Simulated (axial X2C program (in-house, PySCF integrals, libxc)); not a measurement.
**SbH⁻: EOM-EA-CCSD levels**

Wanted for SbH⁻: EOM-EA-CCSD levels, at the two-component level.

Computed with an in-house X2C program for linear molecules on PySCF integrals. Level: two-component X2C with atomic mean-field terms, Sb dyall-acv3z, H dyall-av3z.

All values are calculated.

**1. Set-up**

task.json

```json
{"zs": [51, 1], "q": -1, "bas": ["dyall-acv3z", "dyall-av3z"], "r0": 1.72, "eom": "ea", "thr": -2.0, "nmax": 92, "grid": [1, 0.96, 1.045, 0.92, 1.09, 1.15], "rq": 0}
```

Keys: zs atomic numbers; q charge; bas basis sets; r0 starting distance in Å; eom kind of EOM run; thr threshold in hartree for freezing inner shells (an s shell follows its p shell); nmax most natural virtual spinors; grid distances as factors.

On the command line:

```bash
> python soeom.py task.json out
```

Further steps of the session: EOM-EA-CCSD at 1.718 Å.

Q: Predict the outcome of this session. Wanted: next root led by one particle; T1 of the reference; lowest state, Re and ωe.

The runs gave:

```
                     quantity                             value
       lowest root at 1.718 Å                 Ω = 3/2, 1.273 eV
next root led by one particle  Ω = 1/2, about 14500 cm⁻¹ higher
          T1 of the reference                             0.010
      lowest state, Re and ωe                1.735 Å, 1755 cm⁻¹
```

**Reading.** The added electron is bound by 1.27 eV in a spinor of 85% Sb pπ, 11% H pπ. The closed-shell reference lies 0.48 eV above the lowest determinant found, so these energies count from an excited configuration. Errors of 0.1 to 0.3 eV are usual at this size, and roots led by higher excitations are left out, so the list is incomplete, and low states of that kind can be missing. T1 or the largest double amplitude of the reference is raised, which lowers the reliability. The bond is 0.021 Å longer than in the closed-shell reference at CCSD (1.714 Å).
